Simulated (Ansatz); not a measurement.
LuH3, space group I4/mmm, a convergence test of the k-point mesh

Program: Ansatz 0.2.0 through its Python package.

The cells in order, each with its output:

In [1]:
```python
import ansatz
import matplotlib.pyplot as plt

config = {
    "occupations": "Methfessel-Paxton",
    "xc": "r2SCAN",
    "cutoff": 530,
}
```

In [2]:
```python
luh3 = (
    ansatz.Lattice.from_parameters(3.34816, 3.34816, 5.5644, alpha=90, beta=90, gamma=90)
    .space_group(139, hermann_mauguin="I4/mmm")
    .atom("Lu", (0.0, 0.0, 0.0))
    .atom("H", (0.0, 0.5, 0.25))
    .atom("H", (0.5, 0.5, 0.0))
    .primitive()
)

luh3.resolved().tree()["lattice"]
```
Out [2]:
```text
((-1.6740799999999998, 1.6740800000000002, 2.7822),
 (1.6740800000000002, -1.6740799999999998, 2.7822),
 (1.6740799999999998, 1.6740799999999998, -2.7822))
```

In [3]:
```python
model = luh3.calculation()
model = model.pseudopotentials("paw")
model = model.occupations(config["occupations"], width=50 * ansatz.meV)
model = model.functional(config["xc"]).basis(config["cutoff"])

rows = []
for value in [0.9, 0.7, 0.55, 0.45, 0.35]:
    data = model.kpoints(spacing=value).run(threads=1).report
    rows.append((value, data["free_energy_ev"] / len(data["lattice"]["sites"]), data["n_iterations"], data["n_kpoints"]))
```

In [4]:
```python
print("spacing (1/A)   F/atom (eV)    iterations      k-points")
for row in rows:
    print(f"{str(row[0]):>12s}  {row[1]:12.5f}  {row[2]:12d}  {row[3]:12d}")
```
```text
spacing (1/A)   F/atom (eV)    iterations      k-points
         0.9   -3698.37903             7             6
         0.7   -3698.43458             7            13
        0.55   -3698.45159             7            18
        0.45   -3698.45703             7            30
        0.35   -3698.46007             8            59
```

In [5]:
```python
# differences from the last row
for row in rows[:-1]:
    shift = 1000 * (row[1] - rows[-1][1])
    print(f"{row[0]}: {shift:+.2f} meV/atom" + ("  (within 2 meV)" if abs(shift) < 2 else ""))
plt.figure(figsize=(4.5, 3))
plt.plot([str(row[0]) for row in rows], [1000 * (row[1] - rows[-1][1]) for row in rows], "o-")
plt.xlabel("spacing (1/A)")
plt.ylabel("F - F(last) (meV/atom)")
plt.tight_layout()
plt.savefig("kconv.png", dpi=100)
```
```text
0.9: +81.04 meV/atom
0.7: +25.49 meV/atom
0.55: +8.47 meV/atom
0.45: +3.04 meV/atom
```

The structure comes from a database of computed cells and needn't be a stable or known phase. Shifts are counted from the finest mesh, which is itself no proven limit. It ran for 15 s on 1 thread of Arm Neoverse V1 (shared host), peak memory 0.51 GiB.

(Lines on the test bed's own set-up are left out of the output.)
